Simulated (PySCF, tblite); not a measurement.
# C₃H₁₂SSi₃: geometry, infrared bands and NMR shifts

Wanted: the infrared bands and NMR shifts of C₃H₁₂SSi₃ (`C=C[SiH2][SiH2][SiH2]SC`), by calculation.

The runs use tblite 0.8.0 and PySCF 2.14.0, with density-fitted response routines of our own; the level of theory stands in each step. All values are computed, except where a source is named. Atoms count from 0, in the outputs and in this text.

## 1. The molecule as given

19 atoms, charge 0, multiplicity 1; geometry from: force field or distance geometry start.

Bonds of the start (Å): C0–C1 1.35, C1–Si2 1.86, Si2–Si3 2.22, Si3–Si4 2.23, Si4–S5 2.14, S5–C6 1.82, C0–H7 1.09, C0–H8 1.09, C1–H9 1.07, Si2–H10 1.47, Si2–H11 1.47, Si3–H12 1.45, Si3–H13 1.49, Si4–H14 1.49, Si4–H15 1.47, C6–H16 1.11, C6–H17 1.11, C6–H18 1.11.

## 2. Optimising the geometry with GFN2-xTB

The job: settings as JSON, then the geometry in Å.

```
{"job": {"kind": "relax", "xc": "GFN2-xTB", "basis": "xTB"}, "charge": 0, "multiplicity": 1}
C     -2.813400     0.969900     1.088500
C     -2.645900     1.106500    -0.246900
Si    -2.343100    -0.419100    -1.265900
Si    -0.231300    -1.091100    -1.153300
Si     0.902500     0.010200     0.426800
S      2.590200     1.058500    -0.355800
C      4.094900     0.690500     0.605000
H     -2.980800     1.892800     1.653200
H     -2.793500    -0.017400     1.549700
H     -2.662400     2.068500    -0.723000
H     -3.249300    -1.447900    -0.731700
H     -2.645300    -0.060800    -2.660800
H      0.430700    -1.090100    -2.439200
H     -0.256300    -2.514200    -0.721500
H      0.059100     1.042400     1.096500
H      1.307600    -0.934500     1.481000
H      3.994200    -0.324400     1.035100
H      4.258700     1.416200     1.428600
H      4.973200     0.683800    -0.073900
```

The run is started by

```sh
> OMP_NUM_THREADS=1 python probes_run.py task.json out
```

This one command runs all jobs of the session in turn.

**Question.** This job is followed by: GFN2-xTB harmonic vibrations, gas phase; GIAO PBE0/pcSseg-1 NMR shielding, non-relativistic, gas phase. Predict these results of the whole session: strongest single infrared mode (GFN2-xTB); zero-point energy (GFN2-xTB); 13C shifts against TMS (PBE0/pcSseg-1); 1H shifts against TMS (PBE0/pcSseg-1, means over atoms taken as alike); 29Si shifts against TMS (PBE0/pcSseg-1); 33S shifts against CS2 (PBE0/pcSseg-1).

The runs gave:

| quantity | value |
| --- | --- |
| strongest single infrared mode (GFN2-xTB) | 603 cm⁻¹, 883 km/mol |
| zero-point energy (GFN2-xTB) | 80.8 kcal/mol |
| 13C shifts against TMS (PBE0/pcSseg-1) | 142.4, 139.9, 19.6 ppm |
| 1H shifts against TMS (PBE0/pcSseg-1, means over atoms taken as alike) | 6.92, 6.36, 6.20, 4.65, 4.41, 3.43, 2.11 ppm |
| 29Si shifts against TMS (PBE0/pcSseg-1) | -43.2, -73.2, -132.4 ppm |
| 33S shifts against CS2 (PBE0/pcSseg-1) | -215 ppm |

What this shows: Over 250 steps the energy fell by 0.568 eV; of the close pairs, Si2–Si3 changed most, 2.219 to 2.329 Å. No mode is imaginary among the 51: a minimum at this level. The strongest single mode, at 603 cm⁻¹, is spread over many atoms; the largest shares are those of H13, H12. Unscaled tight-binding wavenumbers are off by several per cent, some by more. Its intensities can rank the bands wrongly. C0 (terminal =CH2 carbon) lies farthest downfield among carbon, at 142.4 ppm; as expected for a trigonal carbon in a double bond. H9 (hydrogen on an alkene CH) lies farthest downfield among hydrogen, at 6.92 ppm; olefinic region. At PBE0/pcSseg-1: Shielding is most anisotropic at S5 (span 301 ppm, paramagnetic term -343 ppm).
